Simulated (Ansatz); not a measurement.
BH₆NSi₂, SMILES B1N[SiH2][SiH2]1, a rigid scan of one bond length

With Ansatz 0.2.0 through its Python package.

At the Python prompt:
```pycon
>>> import ansatz as az
>>> import numpy as np
>>> GEOMETRY = """
... B    -1.06660    0.76100   -0.47550
... N     0.38730    0.98240   -0.86270
... Si    1.18610   -0.36800   -0.07190
... Si   -0.67410   -0.83160    0.55850
... H    -2.09570    1.41140   -0.73600
... H     0.71590    1.88190   -0.40460
... H     2.10990    0.09780    1.04100
... H     1.80570   -1.30390   -1.04220
... H    -1.30400   -2.02860   -0.02840
... H    -0.98140   -0.65350    2.02470
... """
>>> molecule = az.Crystal.molecule()
>>> for line in GEOMETRY.strip().splitlines():
...     symbol, *xyz = line.split()
...     molecule = molecule.atom(symbol, [float(v) for v in xyz])
...
>>> symbols = [site.symbol for site in molecule.cartesian_sites]
>>> start = np.array([site.position_ang for site in molecule.cartesian_sites])
>>> axis = (start[6] - start[2]) / np.linalg.norm(start[6] - start[2])
>>> moving = [6]
>>> lengths, energies = [1.29, 1.4, 1.52, 1.67, 1.9, 2.28, 2.74, 3.34], []
>>> for length in lengths:
...     xyz = start.copy()
...     xyz[moving] += (length - np.linalg.norm(start[6] - start[2])) * axis
...     point = az.Crystal.molecule()
...     for symbol, xyz in zip(symbols, xyz):
...         point = point.atom(symbol, xyz.tolist())
...     calculation = (
...         point.calculation()
...         .basis(gaussian="cc-pVDZ")  # atom-centred Gaussian functions
...         .functional("b3lyp", dispersion="d3bj")  # level of theory
...         .spin("collinear")  # two spin channels
...     )
...     rep = calculation.run().report
...     energies.append(rep["free_energy_ev"])
...     print(f"r = {length:6.3f} A  E = {energies[-1]:.5f} eV  <S^2> = {abs(rep['mean_field']['state']['spin_squared']):.3f}")
...
r =  1.290 A  E = -18018.66524 eV  <S^2> = 0.000
r =  1.400 A  E = -18019.08232 eV  <S^2> = 0.000
r =  1.520 A  E = -18019.18140 eV  <S^2> = 0.000
r =  1.670 A  E = -18018.99711 eV  <S^2> = 0.000
r =  1.900 A  E = -18018.42110 eV  <S^2> = 0.000
r =  2.280 A  E = -18017.28341 eV  <S^2> = 0.000
r =  2.740 A  E = -18016.13092 eV  <S^2> = 0.293
r =  3.340 A  E = -18015.53021 eV  <S^2> = 0.810
>>> print("energy above the lowest point (eV):", [round(e - min(energies), 3) for e in energies])
energy above the lowest point (eV): [0.516, 0.099, 0.0, 0.184, 0.76, 1.898, 3.05, 3.651]
```

Caveats:
- The settings weren't tested for convergence.
- The rest of the molecule is held rigid at a force-field or estimated start geometry, and the basis set is modest; single-reference methods fail as a bond breaks.
- The expectation value of S² is noticeably off S(S+1) in at least one run, so that state is spin-contaminated.
- b3lyp holds the VWN-RPA fit, as in Gaussian; the form of ORCA and Turbomole is b3lyp5.
- Hardware and time: 50 s on 1 thread of Arm Neoverse V2, with other jobs on the host, peak memory 0.34 GiB.

(Lines on the test bed's own set-up are left out of the output.)
